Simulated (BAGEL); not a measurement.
**UHF/3-21G (density fitting with qzvpp-jkfit) run of GeOF3 (SMILES [O][Ge]([F])([F])[F])**

What is the vertical ionisation energy of GeOF3 at UHF/3-21G (density fitting with qzvpp-jkfit)? 

The results are computed with BAGEL 1.2.2.

4 further runs of the same task are left out: 3 that didn't finish, 1 set aside as unsound or not needed.

**1. The molecule**

GeOF3: 5 atoms, total charge 0, spin state doublet. As SMILES, `[O][Ge]([F])([F])[F]`. The shape is that of a PBE0-D4/def2-TZVP optimisation.

Bond lengths: O1–Ge2 1.770 Å, Ge2–F3 1.697 Å, Ge2–F4 1.697 Å, Ge2–F5 1.697 Å. Angles: O1–Ge2–F3 107.1°, O1–Ge2–F4 112.2°, O1–Ge2–F5 111.5°, F3–Ge2–F4 109.3°, F3–Ge2–F5 109.9°, F4–Ge2–F5 106.8°.

**2. A single-point energy at UHF/3-21G (density fitting with qzvpp-jkfit)**

calc.json

```json
{ "bagel": [

{
  "title": "molecule",
  "basis": "3-21g",
  "df_basis": "qzvpp-jkfit",
  "angstrom": true,
  "geometry": [
    { "atom": "O", "xyz": [   -0.574400,    0.094600,    1.657500 ] },
    { "atom": "Ge", "xyz": [    0.003900,   -0.010400,   -0.012400 ] },
    { "atom": "F", "xyz": [    1.388600,   -0.991000,   -0.000200 ] },
    { "atom": "F", "xyz": [   -1.154500,   -0.688300,   -1.051300 ] },
    { "atom": "F", "xyz": [    0.386300,    1.521400,   -0.635000 ] }
  ]
},
{
  "title": "uhf",
  "nopen": 1
},
{
  "title": "print",
  "file": "orbitals.molden",
  "orbitals": true
}

]}
```

The run is started by

```console
BAGEL_NUM_THREADS=1 BAGEL calc.json > calc.out
```

Standard output:

```text
* using 1 threads per process

  ===============================================================
  ===============================================================

  *** Geometry ***

  { "atom" : "O", "xyz" : [     -1.085459,      0.178768,      3.132221 ] },
  { "atom" : "Ge", "xyz" : [      0.007370,     -0.019653,     -0.023433 ] },
  { "atom" : "F", "xyz" : [      2.624074,     -1.872719,     -0.000378 ] },
  { "atom" : "F", "xyz" : [     -2.181689,     -1.300698,     -1.986669 ] },
  { "atom" : "F", "xyz" : [      0.730001,      2.875029,     -1.199976 ] },

  Number of auxiliary basis functions:      574

  Since a DF basis is specified, we compute 2- and 3-index integrals:
    o Being stored without compression. Storage requirement is 0.015 GB

  Number of basis functions:       58
  Number of electrons      :       67

    * METHOD: MOLECULE                             0.26

  *** Open-shell HF ***

  === Nuclear Repulsion ===
   432.7578372718

      * DIIS with orbital gradients will be used.

  === UHF iteration (3-21g) ===
      0      -2436.42385016          0.05627283           0.16
      1      -2436.59151593          0.03166175           0.15
      2      -2436.63281658          0.01747027           0.15
      3      -2436.65016947          0.00072540           0.15
      4      -2436.65032175          0.00026960           0.15
      5      -2436.65035754          0.00004322           0.15
      6      -2436.65037021          0.00001129           0.14
      7      -2436.65037467          0.00000689           0.15
      8      -2436.65037684          0.00000475           0.15
      9      -2436.65037765          0.00000271           0.15
     10      -2436.65037763          0.00000190           0.15
     11      -2436.65037765          0.00000139           0.15
     12      -2436.65037766          0.00000087           0.15
     13      -2436.65037767          0.00000046           0.16
     14      -2436.65037767          0.00000034           0.15
     15      -2436.65037767          0.00000031           0.15
     16      -2436.65037767          0.00000030           0.15
     17      -2436.65037767          0.00000029           0.16
     18      -2436.65037767          0.00000029           0.15
     19      -2436.65037767          0.00000029           0.15
     20      -2436.65037767          0.00000029           0.15
     21      -2436.65037767          0.00000029           0.15
     22      -2436.65037767          0.00000028           0.15
     23      -2436.65037767          0.00000027           0.15
     24      -2436.65037767          0.00000026           0.15
     25      -2436.65037768          0.00000024           0.15
     26      -2436.65037768          0.00000019           0.15
[... 6 lines of this table left out ...]
     33      -2436.65037769          0.00000002           0.16
     34      -2436.65037769          0.00000002           0.15
     35      -2436.65037769          0.00000002           0.15
     36      -2436.65037769          0.00000002           0.15
     37      -2436.65037769          0.00000001           0.15
     38      -2436.65037769          0.00000001           0.15
     39      -2436.65037769          0.00000001           0.15
     40      -2436.65037769          0.00000001           0.15
     41      -2436.65037769          0.00000001           0.15
     42      -2436.65037769          0.00000001           0.15
     43      -2436.65037769          0.00000001           0.15
     44      -2436.65037769          0.00000001           0.15
     45      -2436.65037769          0.00000001           0.14
    * SCF iteration converged.

    * S^2 (UHF) is 0.7544

    * Permanent dipole moment:
           (    0.083062,    -0.032680,    -0.130453) a.u.

    * METHOD: UHF                                  7.10

    * METHOD: PRINT                                0.01

  ===============================================================
```

It took 7.5 s on 1 thread of Arm Neoverse V1, shared host; peak memory 0.11 GiB.

**3. The singlet cation, same level**

job.json

```json
{ "bagel": [

{
  "title": "molecule",
  "basis": "3-21g",
  "df_basis": "qzvpp-jkfit",
  "angstrom": true,
  "geometry": [
    { "atom": "O", "xyz": [      -0.574400,       0.094600,       1.657500 ] },
    { "atom": "Ge", "xyz": [       0.003900,      -0.010400,      -0.012400 ] },
    { "atom": "F", "xyz": [       1.388600,      -0.991000,      -0.000200 ] },
    { "atom": "F", "xyz": [      -1.154500,      -0.688300,      -1.051300 ] },
    { "atom": "F", "xyz": [       0.386300,       1.521400,      -0.635000 ] }
  ]
},

{ "title": "hf", "charge": 1 },

{ "title": "print", "file": "orbitals.molden", "orbitals": true }

]}
```

The run is started by

```console
BAGEL_NUM_THREADS=1 BAGEL job.json > job.out
```

Standard output:

```text
* using 1 threads per process

  ===============================================================
  ===============================================================

  *** Geometry ***

  { "atom" : "O", "xyz" : [     -1.085459,      0.178768,      3.132221 ] },
  { "atom" : "Ge", "xyz" : [      0.007370,     -0.019653,     -0.023433 ] },
  { "atom" : "F", "xyz" : [      2.624074,     -1.872719,     -0.000378 ] },
  { "atom" : "F", "xyz" : [     -2.181689,     -1.300698,     -1.986669 ] },
  { "atom" : "F", "xyz" : [      0.730001,      2.875029,     -1.199976 ] },

  Number of auxiliary basis functions:      574

  Since a DF basis is specified, we compute 2- and 3-index integrals:
    o Being stored without compression. Storage requirement is 0.015 GB

  Number of basis functions:       58
  Number of electrons      :       67

    * METHOD: MOLECULE                             0.26

  *** RHF ***

  === Nuclear Repulsion ===
   432.7578372718

      * DIIS with orbital gradients will be used.

  === RHF iteration (3-21g) ===
      0      -2435.76648171          0.03116633           0.08
      1      -2435.94675263          0.02256239           0.08
      2      -2436.07265248          0.00201021           0.08
      3      -2436.07568140          0.00089641           0.08
      4      -2436.07610996          0.00032153           0.08
      5      -2436.07621593          0.00007391           0.07
      6      -2436.07622121          0.00003051           0.08
      7      -2436.07622214          0.00001617           0.07
      8      -2436.07622248          0.00001058           0.08
      9      -2436.07622264          0.00000885           0.08
     10      -2436.07622279          0.00000743           0.08
     11      -2436.07622302          0.00000464           0.08
     12      -2436.07622314          0.00000183           0.07
     13      -2436.07622315          0.00000076           0.08
     14      -2436.07622315          0.00000032           0.08
     15      -2436.07622315          0.00000015           0.08
     16      -2436.07622315          0.00000008           0.08
     17      -2436.07622315          0.00000005           0.08
     18      -2436.07622315          0.00000004           0.07
     19      -2436.07622315          0.00000004           0.08
     20      -2436.07622315          0.00000003           0.07
     21      -2436.07622315          0.00000002           0.08
     22      -2436.07622315          0.00000002           0.08
     23      -2436.07622315          0.00000001           0.08
     24      -2436.07622315          0.00000001           0.08
     25      -2436.07622315          0.00000001           0.07
     26      -2436.07622315          0.00000001           0.08
     27      -2436.07622315          0.00000001           0.08
     28      -2436.07622315          0.00000001           0.08
     29      -2436.07622315          0.00000001           0.08
     30      -2436.07622315          0.00000001           0.08
     31      -2436.07622315          0.00000001           0.08
     32      -2436.07622315          0.00000001           0.08
     33      -2436.07622315          0.00000001           0.08
     34      -2436.07622315          0.00000001           0.08
    * SCF iteration converged.

    * Permanent dipole moment:
           (    0.773336,    -0.145443,    -2.221854) a.u.

    * METHOD: HF                                   2.84

    * METHOD: PRINT                                0.01

  ===============================================================
```

Wall time 3.3 s (1 thread of Arm Neoverse V1, shared host); peak memory 0.11 GiB.

**4. Outcome**

At UHF/3-21G (density fitting with qzvpp-jkfit):

| quantity | value |
| --- | --- |
| doublet GeOF3: total energy | -2436.65038 Eh |
| doublet GeOF3: dipole moment | 0.40 D |
| doublet GeOF3: ⟨S²⟩ | 0.754 |
| singlet cation: total energy | -2436.07622 Eh |
| singlet cation: HOMO energy | -23.34 eV |
| singlet cation: LUMO energy | -13.06 eV |
| singlet cation: HOMO–LUMO gap | 10.28 eV |
| vertical ionisation energy (to the singlet cation) | 15.624 eV |

What this shows: The vertical ionisation energy comes to 15.62 eV (360 kcal/mol). Only the singlet of the ionised species was computed; a triplet could lie lower.
